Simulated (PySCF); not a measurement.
# C₅H₁₁B: spin-spin couplings

Wanted: the spin-spin couplings of C₅H₁₁B (`C=C(C)B(C)C`), by calculation.

Computed with PySCF 2.14.0, with density-fitted response routines of our own, on a single molecule in the gas phase. Atoms are numbered from 0 throughout.

**1. Starting geometry**

17 atoms, charge 0, multiplicity 1; geometry from: GFN2-xTB.

Bonds of the start (Å): C0–C1 1.34, C1–C2 1.51, C1–B3 1.57, B3–C4 1.58, B3–C5 1.58, C0–H6 1.08, C0–H7 1.08, C2–H8 1.09, C2–H9 1.09, C2–H10 1.09, C4–H11 1.09, C4–H12 1.09, C4–H13 1.09, C5–H14 1.09, C5–H15 1.09, C5–H16 1.09.

**2. Spin-spin couplings: B3LYP/pcJ-1**

What the job is given:

```
{"job": {"kind": "j", "xc": "B3LYP", "basis": "pcJ-1"}, "charge": 0, "multiplicity": 1}
C      1.364763    -1.299093    -0.769534
C      0.848046    -0.313710    -0.031638
C      1.758281     0.428833     0.911264
B     -0.664298     0.091694    -0.116517
C     -1.639066    -0.674673    -1.096029
C     -1.203959     1.270386     0.784583
H      2.407150    -1.578430    -0.711235
H      0.769196    -1.868167    -1.462409
H      1.397455     0.336582     1.934290
H      1.773990     1.488735     0.663077
H      2.776489     0.046449     0.866229
H     -1.669203    -1.738636    -0.864779
H     -2.661972    -0.306886    -1.068169
H     -1.295770    -0.601714    -2.127118
H     -2.263325     1.477347     0.652103
H     -1.042135     1.058533     1.841166
H     -0.662640     2.194779     0.584807
```

With the program's defaults for keys left out, this is: B3LYP/pcJ-1 indirect spin-spin coupling, non-relativistic, gas phase.

Command:

```sh
OMP_NUM_THREADS=1 python probes_run.py task.json out
```

This one command runs all jobs of the session in turn.

Predict these results of the whole session: largest coupling of the table (B3LYP/pcJ-1).

As calculated:

| quantity | value |
| --- | --- |
| largest coupling of the table (B3LYP/pcJ-1) | 1J(C,H) C0–H7, 161.6 Hz |

What this shows: Of the pairs tabulated at B3LYP/pcJ-1, C0–H7 couples most strongly (161.6 Hz; Fermi contact 160.9 Hz). Couplings across rotatable bonds belong to this one conformer; where others are populated, the observed values are averages.
